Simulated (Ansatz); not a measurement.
**Mg (hcp type): how the settings move a relaxation**

How sensitive is a relaxation of Mg (hcp type) to its settings? A reference run comes first, then one run with altered input.

Method: reference: DFT, PBEsol, PAW with Ansatz's default frozen-core files, scalar-relativistic, in Ansatz 0.2.0.

2 further runs of the same task are left out: 2 that didn't finish. Runs told in other sessions of the task aren't counted.

## Step 1: The system as given

Symmetry: P6_3/mmc, No. 194, hexagonal system. Conventional cell: a = 2.910 Å, b = 2.910 Å, c = 4.667 Å, α = 90.00°, β = 90.00°, γ = 120.00°. Around Mg (site symmetry -6m2) lie 12 Mg at 2.88 to 2.91 Å.

Coordinates:

```cif
data_structure
_symmetry_space_group_name_H-M 'P 1'
_symmetry_Int_Tables_number 1
_cell_length_a 2.9100
_cell_length_b 2.9100
_cell_length_c 4.6667
_cell_angle_alpha 90.000
_cell_angle_beta 90.000
_cell_angle_gamma 120.000
_cell_volume 34.22
loop_
_atom_site_label
_atom_site_type_symbol
_atom_site_fract_x
_atom_site_fract_y
_atom_site_fract_z
_atom_site_occupancy
Mg1 Mg 0.33333 0.66667 0.25000 1
Mg2 Mg 0.66667 0.33333 0.75000 1
```

## Step 2: Reference

input.yaml reads:

```yaml
crystal:
  lattice:
    - [2.9100101046, 0.0, 0.0]
    - [-1.4550050523, 2.5201426759, 0.0]
    - [0.0, 0.0, 4.6666679063]
  atoms:
    - { symbol: Mg, position: [0.3333333333, 0.6666666667, 0.25] }
    - { symbol: Mg, position: [0.6666666667, 0.3333333333, 0.75] }
kpoints:
  mp_grid: { grid: [15, 15, 8] }
scf:
  occupations: { method: fermi_dirac, width: 0.1 }
hamiltonian:
  xc: pbesol
  pseudopotentials: { kind: paw }
output:
  forces: true
  stress: true
  write_density: true
  write_potential: true
  elf: true
  volumetric_format: npy
relax:
  f_tol: 0.005
  max_steps: 30
  cell: { stress_tol: 0.15, fix: [volume] }
```

Started as:

```bash
> ansatz run input.yaml --threads 1 --pin off --max-ram 2048MiB --backend cpu --events-out ev --progress --plain --runs-dir out
```

## Step 3: Changing settings: mp_grid.shift [0.5, 0.5, 0.5], f_tol 0.05, max_displacement 0.5

Edit input.yaml of step 2 so:

```diff
@@ -9,3 +9,3 @@
 kpoints:
-  mp_grid: { grid: [15, 15, 8] }
+  mp_grid: { grid: [15, 15, 8], shift: [0.5, 0.5, 0.5] }
 scf:
@@ -18,9 +18,6 @@
   stress: true
-  write_density: true
-  write_potential: true
-  elf: true
-  volumetric_format: npy
 relax:
-  f_tol: 0.005
+  f_tol: 0.05
   max_steps: 30
   cell: { stress_tol: 0.15, fix: [volume] }
+  max_displacement: 0.5
```

Before running it: what results should come out? Wanted: for each run, ending; energy change; pressure; gap; force.

The runs gave:

| run | ending | energy change | pressure (GPa) | gap (eV) | force (eV/Å) | cycles | time |
| --- | --- | --- | --- | --- | --- | --- | --- |
| reference | converged | 0 | 17.5 | 0.00 | 0.00 | 12 | 7.7 s |
| 1: mp_grid.shift [0.5, 0.5, 0.5], f_tol 0.05, max_displacement 0.5 | converged | +1.6 meV/atom | 17.6 | 0.00 | 0.01 | 12 | 12 s |

Times don't compare one to one where runs were asked for different outputs or read a saved state (see the inputs); cycles may leave out searches for a lower state.

**Reading.** Changing the k-point mesh, convergence setting and walk settings moves the energy by +1.6 meV/atom. The structure is not at rest: the sound run finds 18 GPa, so these are no properties of the relaxed crystal. 
